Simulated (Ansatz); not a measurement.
Geometry optimisation, DFT LDA, scalar-relativistic, plane waves, PAW (Ansatz 0.2.0).

input.yaml

```yaml
crystal:
  lattice:
    - [0.0, 5.43, 5.43]
    - [5.43, 0.0, 5.43]
    - [5.43, 5.43, 0.0]
  atoms:
    - { symbol: Si, position: [0.0, 0.0, 0.0] }
    - { symbol: Si, position: [0.125, 0.125, 0.125] }
    - { symbol: Si, position: [0.0, 0.0, 0.5] }
    - { symbol: Si, position: [0.125, 0.125, 0.625] }
    - { symbol: Si, position: [0.0, 0.5, 0.0] }
    - { symbol: Si, position: [0.125, 0.625, 0.125] }
    - { symbol: Si, position: [0.0, 0.5, 0.5] }
    - { symbol: Si, position: [0.125, 0.625, 0.625] }
    - { symbol: Si, position: [0.5, 0.0, 0.0] }
    - { symbol: Si, position: [0.625, 0.125, 0.125] }
    - { symbol: Si, position: [0.5, 0.0, 0.5] }
    - { symbol: Si, position: [0.625, 0.125, 0.625] }
    - { symbol: Si, position: [0.5, 0.5, 0.0] }
    - { symbol: Si, position: [0.625, 0.625, 0.125] }
    - { symbol: Si, position: [0.5, 0.5, 0.5] }
    - { symbol: Si, position: [0.625, 0.625, 0.625] }
    - { symbol: Si, position: [0.2433557, 0.2600704, 0.7498682] }
basis:
  ecutwfc: 420.0
kpoints:
  mp_grid: { grid: [2, 2, 2] }
hamiltonian:
  xc: lda
  pseudopotentials: { kind: paw, azcp: { folder: soft_1 } }
scf:
  occupations: { method: fermi_dirac, width: 0.02 }
  lower_state_search: "off"
relax:
  f_tol: 0.03
  max_steps: 60
  adjacent_minimum: "off"
```

Launched with:

```bash
$ ansatz run input.yaml --threads 1 --pin off --max-ram 3072MiB --backend cpu --events-out ev --progress --plain --runs-dir out
```

Question: Where does it end, and by what steps?

Answer: It converged. The force dipped under the threshold on the way, but the program's further checks kept it going. Limits of this set-up: PAW files made for another functional. After 3 steps the energy has fallen by 0.124 eV; Si17 moved furthest, 0.06 Å.

```
step  energy less start (eV)  largest force component (eV/Å)  accepted
   0                  0.0000                           0.710       yes
   1                 -0.1057                           0.274       yes
   2                 -0.1244                           0.018       yes
   3                 -0.1244                           0.018       yes
```

```xyz
17
Lattice="0.0000 5.4300 5.4300 5.4300 0.0000 5.4300 5.4300 5.4300 0.0000" Properties=species:S:1:pos:R:3
Si 0.002 -0.001 -0.031
Si 1.382 1.377 1.338
Si 2.719 2.712 0.000
Si 4.054 4.050 1.339
Si 2.754 -0.001 2.716
Si 4.071 1.361 4.081
Si 5.432 2.679 2.716
Si 6.812 4.049 4.094
Si 0.003 2.746 2.715
Si 1.364 4.067 4.078
Si 2.684 5.428 2.716
Si 4.055 6.805 4.092
Si 2.717 2.714 5.431
Si 4.072 4.064 6.783
Si 5.433 5.428 5.464
Si 6.796 6.790 6.784
Si 5.435 5.426 2.717
```

Whether the end is a true minimum wasn't checked by a vibrational analysis.

Run time: 17 s on 1 thread of Arm Neoverse V1, on a shared host, peak memory 0.45 GiB.
